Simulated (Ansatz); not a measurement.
**C2H5ClOSi: one species, many methods**

How much do the methods differ for C2H5ClOSi? The plan is to run it at one geometry with functionals of several rungs and with coupled cluster, and see how far each lands from CCSD(T) at the basis-set limit for the atomisation energy.

Computed with Ansatz 0.2.0, Gaussian basis. Level: functionals in def2-TZVPP, the program's frozen cores in correlated methods.

Plan: PBE-D4, r2SCAN-D4, PBE0-D4, B3LYP-D4, ωB97X-V, ωB97M-V, B2PLYP; CCSD(T)/def2-TZVPP; MP2/def2-QZVPP; extrapolation to the limit.

## 1. Structure used throughout

An earlier PBE0-D4 in a triple-zeta def2 set relaxation fixed the geometry.

SMILES `O/C(Cl)=C/[SiH3]`, 10 atoms, charge 0, spin multiplicity 1.

Atoms are counted from 1 here; the program's logs count them from 0.

Bond lengths: O1–C2 1.339 Å, O1–H6 0.962 Å, C2–Cl3 1.738 Å, C2–C4 1.328 Å, C4–Si5 1.850 Å, C4–H7 1.086 Å, Si5–H8 1.486 Å, Si5–H9 1.487 Å, Si5–H10 1.487 Å. Angles: C2–O1–H6 110.0°, O1–C2–Cl3 113.6°, O1–C2–C4 124.4°, Cl3–C2–C4 122.0°, C2–C4–Si5 124.8°, C2–C4–H7 114.8°, Si5–C4–H7 120.3°, C4–Si5–H8 108.0°, C4–Si5–H9 111.6°, C4–Si5–H10 111.6°, H8–Si5–H9 108.8°, H8–Si5–H10 108.8°, H9–Si5–H10 108.0°.

Coordinates:

```xyz
10
C2H5ClOSi
O    -1.7522    1.6518    0.4114
C    -0.7700    0.7430    0.4681
Cl   -0.2661    0.3626    2.0873
C    -0.2154    0.1707   -0.5944
Si    1.1411   -1.0858   -0.5308
H    -1.9973    1.9275    1.3001
H    -0.6189    0.4941   -1.5498
H     1.4701   -1.4765   -1.9262
H     0.7274   -2.2999    0.2223
H     2.3644   -0.5385    0.1147
```

## 2. PBE-D4 (GGA)

in.yaml

```yaml
crystal:
  periodic: [false, false, false]
  atoms:
    - {symbol: O, position_ang: [-1.752156, 1.651763, 0.411426]}
    - {symbol: C, position_ang: [-0.770026, 0.743004, 0.468103]}
    - {symbol: Cl, position_ang: [-0.266114, 0.362573, 2.087286]}
    - {symbol: C, position_ang: [-0.215389, 0.170749, -0.594365]}
    - {symbol: Si, position_ang: [1.141136, -1.085825, -0.530765]}
    - {symbol: H, position_ang: [-1.997254, 1.927473, 1.300150]}
    - {symbol: H, position_ang: [-0.618854, 0.494100, -1.549797]}
    - {symbol: H, position_ang: [1.470105, -1.476476, -1.926158]}
    - {symbol: H, position_ang: [0.727373, -2.299927, 0.222255]}
    - {symbol: H, position_ang: [2.364380, -0.538534, 0.114666]}
basis:
  gaussian: {orbitals: def2-TZVPP}
hamiltonian: {xc: pbe, dispersion: d4}
output: {forces: true, orbitals: {seedname: orbitals}}
```

Launch:

```
ansatz run in.yaml --threads 4 --pin off --events-out ev --progress --plain --max-ram 10444MiB
```

Output, shortened:

```text
Functional definition: PBE
  name "PBE"
  cite "Perdew, Burke & Ernzerhof, Phys. Rev. Lett. 77, 3865 (1996) doi:10.1103/PhysRevLett.77.3865"
  parent pbe
[...]
1388 factors; their error is unknown
[...]
mean field -24590.31373039 eV, -903.6773616785 hartree, gradient 4.1e-5 eV, S^2 0.000000; 0 other end points of the search recorded, 0 dependent functions left out
[...]
reference -24590.31377249 eV, -903.6773632258 hartree; 28, 28 occupied and 219, 219 virtual orbitals, 1388 factors
Total energy: -24590.55493057 eV, -903.6862256215 hartree
Atom 0 at    -1.752156     1.651763     0.411426 Å, force    -0.364349     0.311909    -0.487574 eV/Å
Atom 1 at    -0.770026     0.743004     0.468103 Å, force     0.032913    -0.017565     0.238890 eV/Å
Atom 2 at    -0.266114     0.362573     2.087286 Å, force     0.130061    -0.098220     0.414505 eV/Å
Atom 3 at    -0.215389     0.170749    -0.594365 Å, force     0.267709    -0.269322    -0.379201 eV/Å
Atom 4 at     1.141136    -1.085825    -0.530765 Å, force    -0.028195     0.024907    -0.027382 eV/Å
Atom 5 at    -1.997254     1.927473     1.300150 Å, force    -0.112737     0.128617     0.440803 eV/Å
Atom 6 at    -0.618854     0.494100    -1.549797 Å, force    -0.066037     0.049684    -0.210373 eV/Å
Atom 7 at     1.470105    -1.476476    -1.926158 Å, force     0.040663    -0.046040    -0.140464 eV/Å
Atom 8 at     0.727373    -2.299927     0.222255 Å, force    -0.033856    -0.132082     0.080772 eV/Å
Atom 9 at     2.364380    -0.538534     0.114666 Å, force     0.133828     0.048112     0.070024 eV/Å
Dipole moment:    -0.225882     0.219634     0.182563 e Å
```

Wall time 2 s (4 threads of Intel Xeon at 2.80GHz, shared host); peak memory 0.35 GiB.

With the free atoms at this level, -24552.317 eV in sum, the atomisation energy is 38.238 eV. HOMO -5.95 eV, LUMO -1.25 eV.

## 3. r2SCAN-D4 (meta-GGA)

in.yaml: that of step 2 with these lines changed.

```diff
@@ -15,3 +15,3 @@
   gaussian: {orbitals: def2-TZVPP}
-hamiltonian: {xc: pbe, dispersion: d4}
+hamiltonian: {xc: r2scan, dispersion: d4}
 output: {forces: true, orbitals: {seedname: orbitals}}
```

The command is unchanged.

Output, shortened:

```text
Functional definition: r2SCAN
  name "r2SCAN"
  cite "Furness, Kaplan, Ning, Perdew & Sun, J. Phys. Chem. Lett. 11, 8208 (2020) doi:10.1021/acs.jpclett.0c02405"
  cite "Furness, Kaplan, Ning, Perdew & Sun, J. Phys. Chem. Lett. 11, 9248 (2020) doi:10.1021/acs.jpclett.0c03077"
  parent r2scan
[...]
1388 factors; their error is unknown
[...]
mean field -24600.68961331 eV, -904.0586683428 hartree, gradient 3.9e-5 eV, S^2 0.000000; 0 other end points of the search recorded, 0 dependent functions left out
[...]
reference -24600.68962559 eV, -904.0586687940 hartree; 28, 28 occupied and 219, 219 virtual orbitals, 1388 factors
Total energy: -24600.74798627 eV, -904.0608135097 hartree
Atom 0 at    -1.752156     1.651763     0.411426 Å, force    -0.203342     0.185930    -0.054331 eV/Å
Atom 1 at    -0.770026     0.743004     0.468103 Å, force     0.010828    -0.011214    -0.022345 eV/Å
Atom 2 at    -0.266114     0.362573     2.087286 Å, force     0.069185    -0.050063     0.257599 eV/Å
Atom 3 at    -0.215389     0.170749    -0.594365 Å, force     0.155214    -0.156627    -0.225675 eV/Å
Atom 4 at     1.141136    -1.085825    -0.530765 Å, force    -0.009949     0.007932    -0.024279 eV/Å
Atom 5 at    -1.997254     1.927473     1.300150 Å, force    -0.007446     0.009382     0.044475 eV/Å
Atom 6 at    -0.618854     0.494100    -1.549797 Å, force    -0.009367     0.008872     0.009767 eV/Å
Atom 7 at     1.470105    -1.476476    -1.926158 Å, force    -0.003748     0.005772     0.031890 eV/Å
Atom 8 at     0.727373    -2.299927     0.222255 Å, force     0.016269     0.018362    -0.009872 eV/Å
Atom 9 at     2.364380    -0.538534     0.114666 Å, force    -0.017644    -0.018345    -0.007229 eV/Å
Dipole moment:    -0.229062     0.222228     0.175790 e Å
```

Wall time 3.3 s (4 threads of Intel Xeon at 2.80GHz, shared host); peak memory 0.37 GiB.

Atomisation energy: 37.512 eV (free atoms -24563.236 eV, run apart). HOMO -6.18 eV, LUMO -1.07 eV.

## 4. PBE0-D4 (hybrid)

in.yaml: that of step 3 with these lines changed.

```diff
@@ -15,3 +15,3 @@
   gaussian: {orbitals: def2-TZVPP}
-hamiltonian: {xc: r2scan, dispersion: d4}
-output: {forces: true, orbitals: {seedname: orbitals}}
+hamiltonian: {xc: pbe0, dispersion: d4}
+output: {orbitals: {seedname: orbitals}}
```

Same command.

Output:

```text
Functional definition: PBE0
  name "PBE0"
  cite "Adamo & Barone, J. Chem. Phys. 110, 6158 (1999) doi:10.1063/1.478522"
  cite "Perdew, Burke & Ernzerhof, Phys. Rev. Lett. 77, 3865 (1996) doi:10.1103/PhysRevLett.77.3865"
  parent pbe
  parameter a = 0.25
  parameter kappa = 0.804
  parameter beta = 0.06672455060314922
  exchange = (1 - a)*pbe_x(kappa = kappa, mu = beta*pi^2/3) + a*exact_x
  correlation = pbe_c(beta = beta)
1422 factors; their error is unknown
mean field evaluation 1: about -24584.5999 eV, gradient 6.0e1 eV
mean field evaluation 2: about -24577.0658 eV, gradient 8.0e1 eV
mean field evaluation 4: about -24592.1690 eV, gradient 3.8e0 eV
mean field evaluation 8: about -24592.2004 eV, gradient 3.3e-1 eV
mean field evaluation 16: about -24592.2588 eV, gradient 9.5e-5 eV
mean field -24592.25880019 eV, -903.7488416753 hartree, gradient 2.2e-5 eV, S^2 0.000000; 0 other end points of the search recorded, 0 dependent functions left out
reference -24592.25883165 eV, -903.7488428315 hartree; 28, 28 occupied and 219, 219 virtual orbitals, 1422 factors
Total energy: -24592.46264543 eV, -903.7563328498 hartree
```

Run time: 2.4 s. Hardware: 4 threads of Intel Xeon at 2.80GHz, shared host; peak memory 0.65 GiB.

Atomisation energy: 37.413 eV (free atoms -24555.050 eV, run apart). HOMO -7.12 eV, LUMO -0.33 eV.

## 5. B3LYP-D4 (hybrid)

B3LYP here takes the VWN-RPA correlation.

in.yaml: that of step 4 with these lines changed.

```diff
@@ -15,3 +15,3 @@
   gaussian: {orbitals: def2-TZVPP}
-hamiltonian: {xc: pbe0, dispersion: d4}
-output: {orbitals: {seedname: orbitals}}
+hamiltonian: {xc: {name: B3LYP}, dispersion: d4}
+output: {forces: true, orbitals: {seedname: orbitals}}
```

The command is unchanged.

Output, shortened:

```text
Functional definition: B3LYP
  name "B3LYP"
  cite "Stephens, Devlin, Chabalowski & Frisch, J. Phys. Chem. 98, 11623 (1994) doi:10.1021/j100096a001"
  cite "Becke, Phys. Rev. A 38, 3098 (1988) doi:10.1103/PhysRevA.38.3098"
  cite "Lee, Yang & Parr, Phys. Rev. B 37, 785 (1988) doi:10.1103/PhysRevB.37.785"
  cite "Vosko, Wilk & Nusair, Can. J. Phys. 58, 1200 (1980) doi:10.1139/p80-159"
[...]
1410 factors; their error is unknown
[...]
mean field -24605.56394496 eV, -904.2377967272 hartree, gradient 3.4e-5 eV, S^2 0.000000; 0 other end points of the search recorded, 0 dependent functions left out
[...]
reference -24605.56422138 eV, -904.2378068852 hartree; 28, 28 occupied and 219, 219 virtual orbitals, 1410 factors
Total energy: -24605.95534646 eV, -904.2521804670 hartree
Atom 0 at    -1.752156     1.651763     0.411426 Å, force    -0.255611     0.238250     0.015497 eV/Å
Atom 1 at    -0.770026     0.743004     0.468103 Å, force     0.138325    -0.143362    -0.277004 eV/Å
Atom 2 at    -0.266114     0.362573     2.087286 Å, force     0.100992    -0.072570     0.388349 eV/Å
Atom 3 at    -0.215389     0.170749    -0.594365 Å, force    -0.030812     0.022043    -0.118863 eV/Å
Atom 4 at     1.141136    -1.085825    -0.530765 Å, force     0.129280    -0.122593    -0.046769 eV/Å
Atom 5 at    -1.997254     1.927473     1.300150 Å, force    -0.050496     0.046461    -0.009031 eV/Å
Atom 6 at    -0.618854     0.494100    -1.549797 Å, force     0.033215    -0.028369     0.052597 eV/Å
Atom 7 at     1.470105    -1.476476    -1.926158 Å, force    -0.016706     0.021005     0.085597 eV/Å
Atom 8 at     0.727373    -2.299927     0.222255 Å, force     0.030684     0.078546    -0.049005 eV/Å
Atom 9 at     2.364380    -0.538534     0.114666 Å, force    -0.078871    -0.039412    -0.041368 eV/Å
Dipole moment:    -0.204473     0.199585     0.179555 e Å
```

Run time: 3.5 s. Hardware: 4 threads of Intel Xeon at 2.80GHz, shared host; peak memory 0.73 GiB.

Atomisation energy: 37.200 eV (free atoms -24568.755 eV, run apart). HOMO -6.90 eV, LUMO -0.54 eV.

## 6. ωB97X-V (range-separated)

in.yaml: that of step 5 with these lines changed.

```diff
@@ -15,3 +15,3 @@
   gaussian: {orbitals: def2-TZVPP}
-hamiltonian: {xc: {name: B3LYP}, dispersion: d4}
-output: {forces: true, orbitals: {seedname: orbitals}}
+hamiltonian: {xc: {name: wB97X-V}}
+output: {orbitals: {seedname: orbitals}}
```

The command is unchanged.

Output, shortened:

```text
Functional definition: wB97X-V
  name "wB97X-V"
  cite "Mardirossian & Head-Gordon, Phys. Chem. Chem. Phys. 16, 9904 (2014) doi:10.1039/C3CP54374A"
  cite "Becke, J. Chem. Phys. 107, 8554 (1997) doi:10.1063/1.475007"
  cite "Vydrov & Van Voorhis, J. Chem. Phys. 133, 244103 (2010) doi:10.1063/1.3521275"
[...]
      + integral(e_c_pw_opposite_spin*poly(b97_u_opposite, cos0, cos1)) + vv10(b, c)
1407 factors; their error is unknown
303 factors; integrals over basis functions are off by at most 1.9e-5 eV
[...]
mean field -24600.06569441 eV, -904.0357397463 hartree, gradient 4.3e-5 eV, S^2 0.000000; 0 other end points of the search recorded, 0 dependent functions left out
reference -24600.06569236 eV, -904.0357396707 hartree; 28, 28 occupied and 219, 219 virtual orbitals, 1407 factors
Total energy: -24600.06569236 eV, -904.0357396707 hartree
```

Wall time 5.5 s (4 threads of Intel Xeon at 2.80GHz, shared host); peak memory 0.79 GiB.

With the free atoms at this level, -24562.654 eV in sum, the atomisation energy is 37.412 eV. HOMO -9.41 eV, LUMO 1.83 eV.

## 7. ωB97M-V (range-separated)

in.yaml: that of step 6 with these lines changed.

```diff
@@ -15,3 +15,3 @@
   gaussian: {orbitals: def2-TZVPP}
-hamiltonian: {xc: {name: wB97X-V}}
-output: {orbitals: {seedname: orbitals}}
+hamiltonian: {xc: {name: wB97M-V}}
+output: {forces: true, orbitals: {seedname: orbitals}}
```

The command is unchanged.

Output, shortened:

```text
Functional definition: wB97M-V
  name "wB97M-V"
  cite "Mardirossian & Head-Gordon, J. Chem. Phys. 144, 214110 (2016) doi:10.1063/1.4952647"
  cite "Becke, J. Chem. Phys. 107, 8554 (1997) doi:10.1063/1.475007"
  cite "Vydrov & Van Voorhis, J. Chem. Phys. 133, 244103 (2010) doi:10.1063/1.3521275"
  # Of w^i u^j: cxij and so on, Table III.
[...]
  gx(w, u) = 1 - cx + cx01*u + cx10*w
  gss(w, u) = css00 + css04*u^4 + css10*w + css20*w^2 + css43*w^4*u^3
  gos(w, u) = cos00 + cos10*w + (cos20 + cos21*u)*w^2 + (cos60 + cos61*u)*w^6
[...]
      + integral(e_c_pw_mod_opposite_spin*gos(b97_w_opposite, b97_u_opposite)) + vv10(b, c)
1407 factors; their error is unknown
303 factors; integrals over basis functions are off by at most 1.9e-5 eV
[...]
Atom 0 at    -1.752156     1.651763     0.411426 Å, force    -0.219925     0.207682     0.062490 eV/Å
Atom 1 at    -0.770026     0.743004     0.468103 Å, force     0.224093    -0.221735    -0.251874 eV/Å
Atom 2 at    -0.266114     0.362573     2.087286 Å, force     0.051972    -0.039337     0.160872 eV/Å
Atom 3 at    -0.215389     0.170749    -0.594365 Å, force    -0.097681     0.090471    -0.002841 eV/Å
Atom 4 at     1.141136    -1.085825    -0.530765 Å, force     0.157839    -0.145095     0.020121 eV/Å
Atom 5 at    -1.997254     1.927473     1.300150 Å, force     0.009314    -0.012189    -0.066495 eV/Å
Atom 6 at    -0.618854     0.494100    -1.549797 Å, force     0.016360    -0.011471     0.076187 eV/Å
Atom 7 at     1.470105    -1.476476    -1.926158 Å, force    -0.038910     0.045981     0.158743 eV/Å
Atom 8 at     0.727373    -2.299927     0.222255 Å, force     0.041780     0.143248    -0.084910 eV/Å
Atom 9 at     2.364380    -0.538534     0.114666 Å, force    -0.144842    -0.057554    -0.072294 eV/Å
Dipole moment:    -0.204354     0.199677     0.183227 e Å
```

It took 7.5 s on 4 threads of Intel Xeon at 2.80GHz, shared host; peak memory 0.92 GiB.

Atomisation energy: 37.438 eV (free atoms -24564.213 eV, run apart). HOMO -9.30 eV, LUMO 1.71 eV.

## 8. B2PLYP (double hybrid)

in.yaml: that of step 7 with these lines changed.

```diff
@@ -15,3 +15,2 @@
   gaussian: {orbitals: def2-TZVPP}
-hamiltonian: {xc: {name: wB97M-V}}
-output: {forces: true, orbitals: {seedname: orbitals}}
+hamiltonian: {xc: {name: B2PLYP}}
```

The command is unchanged.

Output, shortened:

```text
Functional definition: B2PLYP
  name "B2PLYP"
  cite "Grimme, J. Chem. Phys. 124, 034108 (2006) doi:10.1063/1.2148954"
  cite "Becke, Phys. Rev. A 38, 3098 (1988) doi:10.1103/PhysRevA.38.3098"
  cite "Lee, Yang & Parr, Phys. Rev. B 37, 785 (1988) doi:10.1103/PhysRevB.37.785"
[...]
1473 factors; integrals over basis functions are off by at most 1.0e-3 eV
[...]
mean field -24586.52700279 eV, -903.5382020061 hartree, gradient 9.7e-6 eV, S^2 0.000000; 0 other end points of the search recorded, 0 dependent functions left out
13 core orbitals not correlated: weight in the atoms' cores, before any rotation towards them, 1.000 or more for the frozen orbitals, at most 0.000 for the correlated occupied ones
reference -24586.52717731 eV, -903.5382084194 hartree; 15, 15 occupied and 219, 219 virtual orbitals, 1473 factors
second order -29.06525990 eV of doubles, -0.00000000 eV of singles
Total energy: -24594.37479748 eV, -903.8266031415 hartree
```

Wall time 3.9 s (4 threads of Intel Xeon at 2.80GHz, shared host); peak memory 0.65 GiB.

With the free atoms at this level, -24557.578 eV in sum, the atomisation energy is 36.797 eV.

## 9. Frontier levels by functional

Dipoles come from the runs that computed forces. Levels are read from the orbital files that the runs wrote:

```
functional  HOMO (eV)  LUMO (eV)  gap (eV)  dipole (D)
    PBE-D4      -5.95      -1.25      4.70        1.75
 r2SCAN-D4      -6.18      -1.07      5.11        1.75
   PBE0-D4      -7.12      -0.33      6.79            
  B3LYP-D4      -6.90      -0.54      6.36        1.62
   ωB97X-V      -9.41       1.83     11.24            
   ωB97M-V      -9.30       1.71     11.02        1.63
```

## 10. CCSD(T) in def2-TZVPP

in.yaml: that of step 8 with these lines changed.

```diff
@@ -15,2 +15,2 @@
   gaussian: {orbitals: def2-TZVPP}
-hamiltonian: {xc: {name: B2PLYP}}
+correlation: {method: ccsd_t}
```

Same command.

Output, shortened:

```text
Functional definition: HF
  name "HF"
  cite "Fock, Z. Phys. 61, 126 (1930) doi:10.1007/BF01340294"
  parent pbe
[...]
1473 factors; integrals over basis functions are off by at most 1.0e-3 eV
[...]
mean field -24544.67534774 eV, -902.0001820508 hartree, gradient 1.7e-6 eV, S^2 0.000000; 0 other end points of the search recorded, 0 dependent functions left out
13 core orbitals not correlated: weight in the atoms' cores, before any rotation towards them, 1.000 or more for the frozen orbitals, at most 0.000 for the correlated occupied ones
reference -24544.67534774 eV, -902.0001820508 hartree; 15, 15 occupied and 219, 219 virtual orbitals, 1473 factors
second order -23.83154264 eV of doubles, -0.00000000 eV of singles
cycle   1  -24.29382832 eV  change   -4.6e-1 eV  update   1.1e-1
[...]
cycle   9  -25.05217787 eV  change   -1.7e-5 eV  update   1.9e-5
perturbative correction -1.10270640 eV, -0.0405237128 hartree
Total energy: -24570.83023200 eV, -902.9613563192 hartree
```

Wall time 64 s (4 threads of Intel Xeon at 2.80GHz, shared host); peak memory 5 GiB.

## 11. MP2 in def2-QZVPP

in.yaml: that of step 10 with these lines changed.

```diff
@@ -14,3 +14,3 @@
 basis:
-  gaussian: {orbitals: def2-TZVPP}
-correlation: {method: ccsd_t}
+  gaussian: {orbitals: "def2-QZVPP.json"}
+correlation: {method: mp2}
```

Launched as before.

Output:

```text
Functional definition: HF
  name "HF"
  cite "Fock, Z. Phys. 61, 126 (1930) doi:10.1007/BF01340294"
  parent pbe
  exchange = exact_x
  correlation = 0
2757 factors; integrals over basis functions are off by at most 9.2e-4 eV
mean field evaluation 1: about -24541.3119 eV, gradient 4.0e1 eV
mean field evaluation 2: about -24541.5004 eV, gradient 4.0e1 eV
mean field evaluation 4: about -24545.3737 eV, gradient 4.1e0 eV
mean field evaluation 8: about -24545.4560 eV, gradient 4.5e-1 eV
mean field evaluation 16: about -24545.4577 eV, gradient 1.2e-6 eV
mean field -24545.45768848 eV, -902.0289325428 hartree, gradient 1.2e-6 eV, S^2 0.000000; 0 other end points of the search recorded, 0 dependent functions left out
13 core orbitals not correlated: weight in the atoms' cores, before any rotation towards them, 1.000 or more for the frozen orbitals, at most 0.000 for the correlated occupied ones
reference -24545.45768848 eV, -902.0289325428 hartree; 15, 15 occupied and 433, 433 virtual orbitals, 2757 factors
second order -25.70805318 eV of doubles, -0.00000000 eV of singles
Total energy: -24571.16574166 eV, -902.9736860717 hartree
```

It took 15 s on 4 threads of Intel Xeon at 2.80GHz, shared host; peak memory 2.7 GiB.

The pieces so far (eV):

```
     basis           HF  MP2 correlation  CCSD correlation      (T)              total
def2-TZVPP  -24544.6753         -23.8315          -25.0522  -1.1027        -24570.8302
def2-QZVPP  -24545.4577         -25.7081                             -24571.1657 (MP2)
```

The report of the def2-TZVPP run gives T1 = 0.0120.

## 12. From triple and quadruple zeta to the limit

No new run: Hartree-Fock is extrapolated as exp(−7.88√X) and correlation as X^−2.97, with X = 3 and 4; only MP2 was run in the larger set, so CCSD(T) minus MP2 is added from the smaller one.

```csv
level,energy at the limit (eV)
HF,-24545.5654
MP2,-24572.6635
CCSD,-24573.8841
CCSD(T),-24574.9868
```

## 13. All levels against the reference

Free atoms (1 O, 2 C, 1 Cl, 1 Si, 5 H) were run apart at each level; the atomisation energy is their sum less the molecule, without zero-point or spin-orbit terms.

Differences are taken before rounding.

| method | rung | atoms, summed (eV) | atomisation energy (eV) | from CCSD(T)/CBS (eV) | time |
| --- | --- | --- | --- | --- | --- |
| PBE-D4 | GGA | -24552.317 | 38.238 | +0.952 | 2 s |
| r2SCAN-D4 | meta-GGA | -24563.236 | 37.512 | +0.225 | 3.3 s |
| PBE0-D4 | hybrid | -24555.050 | 37.413 | +0.127 | 2.4 s |
| B3LYP-D4 | hybrid | -24568.755 | 37.200 | -0.086 | 3.5 s |
| ωB97X-V | range-separated | -24562.654 | 37.412 | +0.125 | 5.5 s |
| ωB97M-V | range-separated | -24564.213 | 37.438 | +0.152 | 7.5 s |
| B2PLYP | double hybrid | -24557.578 | 36.797 | -0.489 | 3.9 s |
| HF/def2-TZVPP | wavefunction | -24518.203 | 26.473 | -10.813 |  |
| MP2/def2-TZVPP | wavefunction | -24531.492 | 37.015 | -0.271 |  |
| CCSD/def2-TZVPP | wavefunction | -24534.195 | 35.532 | -1.754 |  |
| CCSD(T)/def2-TZVPP | wavefunction | -24534.608 | 36.223 | -1.064 | 64 s |
| MP2/CBS | wavefunction | -24534.585 | 38.079 | +0.792 |  |
| CCSD(T)/CBS | wavefunction | -24537.701 | 37.286 | 0 | 79 s |

Among the levels timed on like hardware and quicker than the yardstick, those that no quicker one beats, quickest first: PBE-D4 (2 s, +0.952 eV); PBE0-D4 (2.4 s, +0.127 eV); B3LYP-D4 (3.5 s, -0.086 eV).

B2PLYP carry no dispersion term (for B3LYP, D4 adds 0.391 eV).

Times are those of the molecule's run; HF, MP2 and CCSD come out of the CCSD(T) runs, and the limit's time is the sum of the runs that it needs.

## 14. Outcome

```
                               quantity                                 value
        atomisation energy, CCSD(T)/CBS                             37.286 eV
    functionals within 0.186 eV (0.5 %)   PBE0-D4, B3LYP-D4, ωB97X-V, ωB97M-V
                               farthest                    PBE-D4 (+0.952 eV)
             mean size of error, hybrid                              0.106 eV
    mean size of error, range-separated                              0.139 eV
              gap, smallest and largest  4.70 eV (PBE-D4), 11.24 eV (ωB97X-V)
                          T1 diagnostic                                0.0120
triples share of the correlation energy                                 4.2 %
```

In words: PBE-D4 misses by +0.952 eV. Double hybrids carry the basis error of their MP2 part in triple zeta, and no dispersion term here, so their miss is partly the set-up's. Misses under about 0.186 eV are within the doubt on the reference itself, which lacks core-valence correlation, relativity and higher excitations. Hartree-Fock recovers 71 % of the binding; the rest is correlation. Orbital gaps span 4.7 to 11.2 eV; exact exchange widens them.

For cost: B3LYP-D4 gets within 0.086 eV in 3.5 s, where CCSD(T)/CBS took 79 s; the quickest level in the cost chart, PBE-D4, takes 2 s and misses by 0.952 eV.
